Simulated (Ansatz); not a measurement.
# Al3Ag (Pm-3m): comparison of functionals at one structure from a Python script

A script is to give a comparison of functionals at one structure; the system is Al3Ag (Pm-3m).

Computed with Ansatz 0.2.0, driven from Python. The levels of theory stand in the script.

## Step 1: Starting point

It takes space group Pm-3m (No. 221, cubic). Conventional cell: a = 4.082 Å, b = 4.082 Å, c = 4.082 Å, α = 90.00°, β = 90.00°, γ = 90.00°. Around Al (site symmetry 4/mmm) lie 8 Al at 2.89 Å and 4 Ag at 2.89 Å. Ag (site symmetry m-3m) is surrounded by 12 Al at 2.89 Å.

The script holds or builds the structure itself.

## Step 2: The code

The input, al3ag.py:

```python
"""One structure of Al3Ag under several functionals."""

import warnings

import ansatz as az

warnings.simplefilter("ignore", az.DeckWarning)

lattice = az.Lattice.of(
    (4.081513, 0.0, 0.0),
    (0.0, 4.081513, 0.0),
    (0.0, 0.0, 4.081513),
)
sites = [
    ("Al", (0.0, 0.5, 0.5)),
    ("Al", (0.5, 0.0, 0.5)),
    ("Al", (0.5, 0.5, 0.0)),
    ("Ag", (0.0, 0.0, 0.0)),
]
al3ag = az.Crystal(lattice=lattice)
for symbol, position in sites:
    al3ag = al3ag.atom(symbol, position)

calculation = (
    al3ag.calculation()
    .basis(450)
    .kpoints(mesh=(5, 5, 5))
    .occupations("fermi_dirac", width=0.1)
    .scf(tolerance=1e-08)
    .stress()
)

rows = []
for value in ["lda", "pbesol", "blyp"]:
    rep = calculation.functional(value).run(threads=1).report
    rows.append((value, rep["free_energy_ev"] / len(rep["lattice"]["sites"]), rep["n_iterations"], sum(rep["stress_gpa"][i][i] for i in range(3)) / 3, rep["n_kpoints"]))

print("  functional   F/atom (eV)    iterations       P (GPa)      k-points")
for row in rows:
    print(f"{str(row[0]):>12s}  {row[1]:12.5f}  {row[2]:12d}  {row[3]:12.3f}  {row[4]:12d}")
```

## Step 3: What the engine is handed

The package turns the script's settings into the engine's input (first run):

```yaml
crystal:
  lattice:
    - [4.081513, 0.0, 0.0]
    - [0.0, 4.081513, 0.0]
    - [0.0, 0.0, 4.081513]
  atoms:
    - { symbol: Al, position: [0.0, 0.5, 0.5] }
    - { symbol: Al, position: [0.5, 0.0, 0.5] }
    - { symbol: Al, position: [0.5, 0.5, 0.0] }
    - { symbol: Ag, position: [0.0, 0.0, 0.0] }
basis:
  ecutwfc: 450.0
kpoints:
  mp_grid:
    grid: [5, 5, 5]
hamiltonian:
  xc: lda
scf:
  convergence:
    dr2_threshold: 1.0e-08
  occupations:
    method: fermi_dirac
    width: 0.1
output:
  stress: true
```

## Step 4: Running it

The run is started by

```
$ python al3ag.py
```

Output:

```text
  functional   F/atom (eV)    iterations       P (GPa)      k-points
         lda   -2249.15005             7        -5.881            10
      pbesol   -2273.93303             7        -3.554            10
        blyp   -2306.75558             7         3.403            10
```

Run time: 3.8 s. Hardware: 1 thread of Arm Neoverse V1, shared host; peak memory 0.36 GiB.

## Step 5: Inputs of later runs

The engine's inputs for the other runs:

Run 2, against run 1:

```diff
@@ -17 +17 @@
-  xc: lda
+  xc: pbesol
```

Run 3, against run 1:

```diff
@@ -17 +17 @@
-  xc: lda
+  xc: blyp
```

## Step 6: The runs side by side

From the records of these 3 runs:

| run | functional | energy (eV/atom) | pressure (GPa) | SCF cycles | CPU time (s) |
| --- | --- | --- | --- | --- | --- |
| 1 | lda | -2249.1501 | -5.88 | 7 | 0.91 |
| 2 | pbesol | -2273.9330 | -3.55 | 7 | 0.95 |
| 3 | blyp | -2306.7556 | 3.40 | 7 | 1 |

Energies are free energies F = E - TS of the smeared occupations. Totals hang on method, basis and potentials, so only like runs compare.

## Step 7: What came out

| quantity | value |
| --- | --- |
| runs compared | 3 |
| pressure at this cell | -5.9 (lda) to 3.4 GPa (blyp) |

In words: From lowest to highest: LDA (-5.9 GPa), PBEsol (-3.6 GPa) and BLYP (3.4 GPa). At a fixed cell a lower pressure usually means a smaller equilibrium volume, so LDA prefers the smallest cell and BLYP the largest. Notes:
- For a metal this k-point mesh is coarse: on a finer one energies can move by several to tens of meV an atom and pressures by half a GPa or more, differences at one mesh by less.
- The program warned that this SCF threshold is loose for forces or stresses.
- Pressure is positive in compression.
- This cell is a computed structure, which may not be the phase found in nature.
- Total energies of different functionals can't be compared; pressures, moments and gaps at this one structure can.
